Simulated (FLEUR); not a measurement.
# Ca in FLEUR: density of states with PBEsol

Aim: the density of states of Ca with PBEsol.

All numbers are computed with FLEUR MaX-R8.1 (later development tree); they aren't measurements. Logs are shortened: lines on timing, memory, paths and dates and some standing lists are left out, and cuts for length are marked.

## Step 1: The structure

The cell holds a slab with vacuum, 3 atoms: a = 3.926 Å, b = 3.926 Å, c = 21.509 Å, α = 90.00°, β = 90.00°, γ = 119.72°.

## Step 2: Density of states, PBEsol

The input, inp.xml:

```xml
<?xml version="1.0" encoding="UTF-8" standalone="no"?>
<fleurInput fleurInputVersion="0.39">
   <comment>
      Ca                                                                                                  
   </comment>
   <calculationSetup>
      <cutoffs Kmax="4.1" Gmax="12.7" GmaxXC="12.7" numbands="0"/>
      <scfLoop itmax="90" minDistance="0.0001" maxIterBroyd="40" imix="Anderson" alpha="0.05" precondParam="0.0" spinf="2.0" sdNocoIR="T"/>
      <coreElectrons ctail="T" frcor="F" kcrel="0" coretail_lmax="0"/>
      <xcFunctional name="PBEs" relativisticCorrections="F"/>
      <magnetism jspins="1"/>
      <soc l_soc="F" theta="0.0" phi="0.0" spav="F"/>
      <expertModes spex="0" secvar="F"/>
      <geometryOptimization l_f="F" forcealpha="1.0" forcemix="BFGS" epsdisp="0.00001" epsforce="0.00001"/>
      <ldaU l_linMix="F" mixParam="0.05" spinf="1.0"/>
   </calculationSetup>
   <cell>
      <bzIntegration valenceElectrons="30.0" mode="hist" fermiSmearingEnergy="0.00183747">
         <kPointListSelection listName="default-1"/>
         <!-- k-points included here -->
         <xi:include xmlns:xi="http://www.w3.org/2001/XInclude" href="kpts.xml"> </xi:include>
      </bzIntegration>
      <!-- symmetry operations included here -->
      <xi:include xmlns:xi="http://www.w3.org/2001/XInclude" href="sym.xml"> </xi:include>
      <filmLattice scale="1.0" dVac="18.42" dTilda="20.92">
         <bravaisMatrixFilm>
            <row-1>    7.4194995461853885     0.0000000000000000</row-1>
            <row-2>   -3.6788417145769712     6.4432210231337717</row-2>
         </bravaisMatrixFilm>
         <vacuumEnergyParameters vacuum="1" spinUp="-.25" spinDown="-.25"/>
      </filmLattice>
   </cell>
   <atomSpecies>
      <species name="Calcium (Ca)" element="Ca" atomicNumber="20">
         <mtSphere radius="2.66" gridPoints="879" logIncrement="0.014"/>
         <atomicCutoffs lmax="11" lnonsphr="8"/>
         <electronConfig flipSpins="F">
            <coreConfig>(1s1/2) (2s1/2) (2p1/2) (2p3/2)</coreConfig>
            <valenceConfig>(3s1/2) (3p1/2) (3p3/2) (4s1/2)</valenceConfig>
         </electronConfig>
         <energyParameters s="4" p="3" d="3" f="4"/>
         <lo type="SCLO" l="0" n="3" eDeriv="0"/>
         <lo type="HELO" l="1" n="4" eDeriv="0"/>
         <lo type="HELO" l="1" n="4" eDeriv="1"/>
         <lo type="SCLO" l="2" n="3" eDeriv="2"/>
         <lo type="SCLO" l="3" n="4" eDeriv="2"/>
      </species>
   </atomSpecies>
   <atomGroups>
      <atomGroup species="Calcium (Ca)">
         <filmPos label="                   1">.1644134000 -.1644134000 -6.1502192313</filmPos>
         <filmPos label="                   3">.1644134000 -.1644134000 6.1502192719</filmPos>
         <force calculate="T" relaxXYZ="TTT"/>
      </atomGroup>
      <atomGroup species="Calcium (Ca)">
         <filmPos label="                   2">-.1644134000 .1644134000 .0000000203</filmPos>
         <force calculate="T" relaxXYZ="TTT"/>
      </atomGroup>
   </atomGroups>
   <output dos="F" band="F" slice="F">
      <checks vchk="F" cdinf="F"/>
      <bandDOS minEnergy="-.5*Htr" maxEnergy="0.5*Htr" sigma="0.015" storeEVData="T"/>
      <vacuumDOS vacdos="F" integ="F" star="F" nstars="0" locx1="0.0" locy1="0.0" locx2="0.0" locy2="0.0" nstm="0" tworkf="0.0"/>
      <unfoldingBand unfoldBand="F" supercellX="1" supercellY="1" supercellZ="1"/>
      <plotting iplot="0" polar="F">
         <plot TwoD="T" vec1="  1.0  0.0  0.0" vec2="  0.0  1.0  0.0" vec3="  0.0  0.0  1.0" zero="  0.0  0.0 -0.5" file="plot"/>
      </plotting>
      <chargeDensitySlicing numkpt="0" minEigenval="0.0" maxEigenval="0.0" nnne="0" pallst="F"/>
      <specialOutput eonly="F"/>
      <moessbauerParams electricFieldGradient="T" isomerShift="T" coreHyperfine="T" valenceHyperfine="T"/>
      <magneticCircularDichroism mcd="F" energyLo="-10.0" energyUp="0.0"/>
   </output>
  <!-- We include the file relax.xml here to enable relaxations (see documentation) -->
  <xi:include xmlns:xi="http://www.w3.org/2001/XInclude" href="relax.xml"> <xi:fallback/> </xi:include>
</fleurInput>
```

The input, crystal.txt:

```
Ca
&input film=T /
3.9262300762  0.0000000000  0.0000000000
-1.9467591979  3.4096057303  0.0000000000
0.0000000000  0.0000000000  21.5091117400
1.8897261246
1.0 1.0 1.0

3
20 0.1644134000  0.8355866000  -6.1502192313
20 0.8355866000  0.1644134000  0.0000000203
20 0.1644134000  0.8355866000  6.1502192719

&kpt div1=8 div2=8 div3=1 gamma=T /
```

The input, inp.xml (dos):

```
<?xml version="1.0" encoding="UTF-8" standalone="no"?>
<fleurInput fleurInputVersion="0.39">
   <comment>
      Ca                                                                                                  
   </comment>
   <calculationSetup>
      <cutoffs Kmax="4.1" Gmax="12.7" GmaxXC="12.7" numbands="0"/>
      <scfLoop itmax="90" minDistance="0.0001" maxIterBroyd="40" imix="Anderson" alpha="0.05" precondParam="0.0" spinf="2.0" sdNocoIR="T"/>
      <coreElectrons ctail="T" frcor="F" kcrel="0" coretail_lmax="0"/>
      <xcFunctional name="PBEs" relativisticCorrections="F"/>
      <magnetism jspins="1"/>
      <soc l_soc="F" theta="0.0" phi="0.0" spav="F"/>
      <expertModes spex="0" secvar="F"/>
      <geometryOptimization l_f="F" forcealpha="1.0" forcemix="BFGS" epsdisp="0.00001" epsforce="0.00001"/>
      <ldaU l_linMix="F" mixParam="0.05" spinf="1.0"/>
   </calculationSetup>
   <cell>
      <bzIntegration valenceElectrons="30.0" mode="hist" fermiSmearingEnergy="0.00183747">
         <kPointListSelection listName="default-1"/>
         <!-- k-points included here -->
         <xi:include xmlns:xi="http://www.w3.org/2001/XInclude" href="kpts.xml"> </xi:include>
      </bzIntegration>
      <!-- symmetry operations included here -->
      <xi:include xmlns:xi="http://www.w3.org/2001/XInclude" href="sym.xml"> </xi:include>
      <filmLattice scale="1.0" dVac="18.42" dTilda="20.92">
         <bravaisMatrixFilm>
            <row-1>    7.4194995461853885     0.0000000000000000</row-1>
            <row-2>   -3.6788417145769712     6.4432210231337717</row-2>
         </bravaisMatrixFilm>
         <vacuumEnergyParameters vacuum="1" spinUp="-.25" spinDown="-.25"/>
      </filmLattice>
   </cell>
   <atomSpecies>
      <species name="Calcium (Ca)" element="Ca" atomicNumber="20">
         <mtSphere radius="2.66" gridPoints="879" logIncrement="0.014"/>
         <atomicCutoffs lmax="11" lnonsphr="8"/>
         <electronConfig flipSpins="F">
            <coreConfig>(1s1/2) (2s1/2) (2p1/2) (2p3/2)</coreConfig>
            <valenceConfig>(3s1/2) (3p1/2) (3p3/2) (4s1/2)</valenceConfig>
         </electronConfig>
         <energyParameters s="4" p="3" d="3" f="4"/>
         <lo type="SCLO" l="0" n="3" eDeriv="0"/>
         <lo type="HELO" l="1" n="4" eDeriv="0"/>
         <lo type="HELO" l="1" n="4" eDeriv="1"/>
         <lo type="SCLO" l="2" n="3" eDeriv="2"/>
         <lo type="SCLO" l="3" n="4" eDeriv="2"/>
      </species>
   </atomSpecies>
   <atomGroups>
      <atomGroup species="Calcium (Ca)">
         <filmPos label="                   1">.1644134000 -.1644134000 -6.1502192313</filmPos>
         <filmPos label="                   3">.1644134000 -.1644134000 6.1502192719</filmPos>
         <force calculate="T" relaxXYZ="TTT"/>
      </atomGroup>
      <atomGroup species="Calcium (Ca)">
         <filmPos label="                   2">-.1644134000 .1644134000 .0000000203</filmPos>
         <force calculate="T" relaxXYZ="TTT"/>
      </atomGroup>
   </atomGroups>
   <output dos="T" band="F" slice="F">
      <checks vchk="F" cdinf="F"/>
      <bandDOS minEnergy="-0.8*Htr" maxEnergy="0.5*Htr" sigma="0.005" storeEVData="T"/>
      <vacuumDOS vacdos="F" integ="F" star="F" nstars="0" locx1="0.0" locy1="0.0" locx2="0.0" locy2="0.0" nstm="0" tworkf="0.0"/>
      <unfoldingBand unfoldBand="F" supercellX="1" supercellY="1" supercellZ="1"/>
      <plotting iplot="0" polar="F">
         <plot TwoD="T" vec1="  1.0  0.0  0.0" vec2="  0.0  1.0  0.0" vec3="  0.0  0.0  1.0" zero="  0.0  0.0 -0.5" file="plot"/>
      </plotting>
      <chargeDensitySlicing numkpt="0" minEigenval="0.0" maxEigenval="0.0" nnne="0" pallst="F"/>
      <specialOutput eonly="F"/>
      <moessbauerParams electricFieldGradient="T" isomerShift="T" coreHyperfine="T" valenceHyperfine="T"/>
      <magneticCircularDichroism mcd="F" energyLo="-10.0" energyUp="0.0"/>
   </output>
  <!-- We include the file relax.xml here to enable relaxations (see documentation) -->
  <xi:include xmlns:xi="http://www.w3.org/2001/XInclude" href="relax.xml"> <xi:fallback/> </xi:include>
</fleurInput>
```

Potentials or basis: all-electron, FLAPW.

On the command line:

```sh
$ inpgen -f crystal.txt -profile fastHighL
$ # inp.xml edited to the form shown
$ mpirun -n 4 fleur_MPI -pe_per_kpt 1
$ mpirun -n 4 fleur_MPI -pe_per_kpt 1   # second run, on inp.xml (dos)
```

The log of the run:

```text
Welcome to FLEUR        (www.flapw.de)
      MaX-Release 8.1          (www.max-centre.eu)

 ========== k-point set info ==========
 Selected k-point list: default-1
 k-point list type: mesh
 8 x 8 x 1
 Number of k points: 21

 Using exactly            1  PE per kpt
 ------------Calculation Setup---------------------------
 Number of MPI-tasks      :            4
 Number of PE/node        :            4
 Number of OMP-threads    :            1
 Using exactly            1  PE per kpt
 k-points in parallel     :            4
 pe's per k-point         :            1
 No of k-point loops      :            5
 Info/Warning             : your k-point parallelism is not fully load-balanced
 Using exactly            1  PE per kpt
 Using exactly            1  PE per kpt
 Eigenvalue solver        :       lapack
 Number of basis functions:         1276
 Approximate size of matrices (H+S) per k-point:         0.049 GB
 --------------------------------------------------------
 Iteration:     1   Distance:       2.54362170 me/bohr^3
 Iteration:     2   Distance:       2.09631188 me/bohr^3
 Iteration:     3   Distance:       1.87355011 me/bohr^3
 Iteration:     4   Distance:       1.11337818 me/bohr^3
 Iteration:     5   Distance:       0.86708640 me/bohr^3
 Iteration:     6   Distance:       0.43188961 me/bohr^3
 Iteration:     7   Distance:       0.27790044 me/bohr^3
 Iteration:     8   Distance:       0.17970206 me/bohr^3
 Iteration:     9   Distance:       0.07208339 me/bohr^3
 Iteration:    10   Distance:       0.04537411 me/bohr^3
 Iteration:    11   Distance:       0.01374281 me/bohr^3
 Iteration:    12   Distance:       0.00872196 me/bohr^3
 Iteration:    13   Distance:       0.00249832 me/bohr^3
 Iteration:    14   Distance:       0.00104586 me/bohr^3
 Iteration:    15   Distance:       0.00053863 me/bohr^3
 Iteration:    16   Distance:       0.00007858 me/bohr^3

 ********************************************************************
 Run finished successfully
 Stop message:
   all done
 ********************************************************************
```

Run time: 1.9 min. Hardware: 4 MPI ranks of AMD EPYC 9R45 (Zen 5), shared host.

What came out:

- Free energy: -55473.6128 eV
- Band gap on the k mesh: none (metal or under the smearing width)
- Valence electrons inside the program's atomic spheres: Ca 8.31, 8.33 (radii Ca 2.66 bohr)
- Work function of the upper face: 2.90 eV
- Work function of the lower face: 2.90 eV

Levels at points of the mesh, in eV from the Fermi level:
| k point | band 11 | band 12 | band 13 | band 14 | band 15 | band 16 | band 17 | band 18 | band 19 | band 20 |
| --- | --- | --- | --- | --- | --- | --- | --- | --- | --- | --- |
| (0.00, 0.00, 0.00) | -22.96 | -22.96 | -3.78 | -3.05 | -1.91 | -0.13 | 0.52 | 1.10 | 1.78 | 2.02 |
| (0.00, 0.50, 0.00) | -23.01 | -22.98 | -0.96 | -0.63 | -0.58 | 0.05 | 0.29 | 0.61 | 0.65 | 1.24 |
| (0.50, 0.50, 0.00) | -23.01 | -22.98 | -0.93 | -0.62 | -0.57 | 0.08 | 0.31 | 0.62 | 0.66 | 1.22 |

States per cell in windows of 1 eV (zero at the Fermi level; states under -8 eV left out):
```
from (eV)  total   INT  MT:1d  MT:2d  MT:1p  MT:1s  MT:2p
     -8.0   0.00  0.00   0.00   0.00   0.00   0.00   0.00
     -7.0   0.00  0.00   0.00   0.00   0.00   0.00   0.00
     -6.0   0.00  0.00   0.00   0.00   0.00   0.00   0.00
     -5.0   0.00  0.00   0.00   0.00   0.00   0.00   0.00
     -4.0   0.50  0.41   0.00   0.00   0.00   0.02   0.00
     -3.0   1.11  0.91   0.01   0.01   0.01   0.06   0.02
     -2.0   1.79  1.41   0.03   0.04   0.03   0.06   0.03
     -1.0   2.45  1.82   0.12   0.12   0.04   0.05   0.04
      0.0   7.06  4.53   0.80   0.57   0.11   0.01   0.09
      1.0   5.68  2.59   1.05   0.89   0.02   0.01   0.04
      2.0   5.40  2.05   1.19   0.86   0.03   0.02   0.01
      3.0   0.01  0.00   0.00   0.00   0.00   0.00   0.00
      4.0   0.00  0.00   0.00   0.00   0.00   0.00   0.00
      5.0   0.00  0.00   0.00   0.00   0.00   0.00   0.00
      6.0   0.00  0.00   0.00   0.00   0.00   0.00   0.00
      7.0   0.00  0.00   0.00   0.00   0.00   0.00   0.00
```

Core levels (eV from the Fermi level):
```tsv
atom	levels
1 Ca	1s1/2 -3938.9, 2s1/2 -409.0, 2p1/2 -332.1, 2p3/2 -328.5
2 Ca	1s1/2 -3938.5, 2s1/2 -408.5, 2p1/2 -331.7, 2p3/2 -328.0
3 Ca	1s1/2 -3938.9, 2s1/2 -409.0, 2p1/2 -332.1, 2p3/2 -328.5
```
